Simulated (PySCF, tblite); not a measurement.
# C7H11 radical: geometry, infrared bands and EPR parameters

Wanted: the infrared bands and EPR parameters of C7H11 radical (`C=C=C(C)C[CH]C`), by calculation.

The runs use tblite 0.8.0 and PySCF 2.14.0, with density-fitted response routines of our own; the level of theory stands in each step. All values are computed, except where a source is named. Atoms are numbered from 0 throughout.

## 1. Starting geometry

18 atoms, charge 0, multiplicity 2; geometry from: force field or distance geometry start.

Bonds of the start (Å): C0–C1 1.31, C1–C2 1.32, C2–C3 1.47, C2–C4 1.44, C4–C5 1.51, C5–C6 1.53, C0–H7 1.06, C0–H8 1.06, C3–H9 1.12, C3–H10 1.12, C3–H11 1.12, C4–H12 1.13, C4–H13 1.11, C5–H14 1.12, C6–H15 1.11, C6–H16 1.11, C6–H17 1.10.

## 2. Optimising the geometry with GFN2-xTB

What the job is given:

```
{"job": {"kind": "relax", "xc": "GFN2-xTB", "basis": "xTB"}, "charge": 0, "multiplicity": 2}
C     -1.891600     1.930500    -0.671600
C     -1.293600     0.778200    -0.502900
C     -0.663600    -0.372400    -0.317900
C     -1.400700    -1.360900     0.474800
C      0.633000    -0.517500    -0.926400
C      1.751600    -0.796400     0.051500
C      1.846800     0.362400     1.040300
H     -1.690600     2.669200     0.066400
H     -2.513700     1.981900    -1.525600
H     -0.683800    -2.162500     0.772100
H     -2.250100    -1.806700    -0.094400
H     -1.751800    -0.891100     1.430100
H      0.624000    -1.311900    -1.723500
H      0.926300     0.412800    -1.464400
H      2.710900    -0.746900    -0.515400
H      2.783800     0.220000     1.618600
H      1.011100     0.297900     1.774800
H      1.843200     1.319800     0.502000
```

Started as:

```bash
> OMP_NUM_THREADS=1 python probes_run.py task.json out
```

This one command runs all jobs of the session in turn.

**Question.** This job is followed by: GFN2-xTB harmonic vibrations, gas phase; UKS B3LYP, pcH-1 on C H, non-relativistic, mean-field spin-orbit, GIAO. What will the session give for the following? strongest single infrared mode (GFN2-xTB); zero-point energy (GFN2-xTB); g(iso) (B3LYP); ⟨S²⟩; largest a(iso) (averaged by class); potential on the surface of density 0.002 e/bohr³, 1st and 99th percentile.

As calculated:

| quantity | value |
| --- | --- |
| strongest single infrared mode (GFN2-xTB) | 2072 cm⁻¹, 73 km/mol |
| zero-point energy (GFN2-xTB) | 94.9 kcal/mol |
| g(iso) (B3LYP) | 2.00262 |
| ⟨S²⟩ | 0.754 (exact 0.75) |
| largest a(iso) (averaged by class) | 13C on C5, 102.9 MHz |
| potential on the surface of density 0.002 e/bohr³, 1st and 99th percentile | -0.65 V and 0.69 V |

In words: The optimisation took 173 steps and gained 1.059 eV; among the close pairs (by a distance rule), C2–C4 changed most, from 1.440 to 1.534 Å. All 48 modes are real, so the xTB geometry is a minimum. The strongest single mode, at 2072 cm⁻¹, moves mainly C1. Unscaled tight-binding wavenumbers are off by several per cent, some by more. Its intensities can rank the bands wrongly. C5 carries the largest spin population, 1.01 e. The isotropic g lies 0.3 ppt above the free-electron value. These values are for one conformer; the search (at its own cheap level) found 2 more, at 0.23, 2.18 kcal/mol, and measured spectra average over such forms.
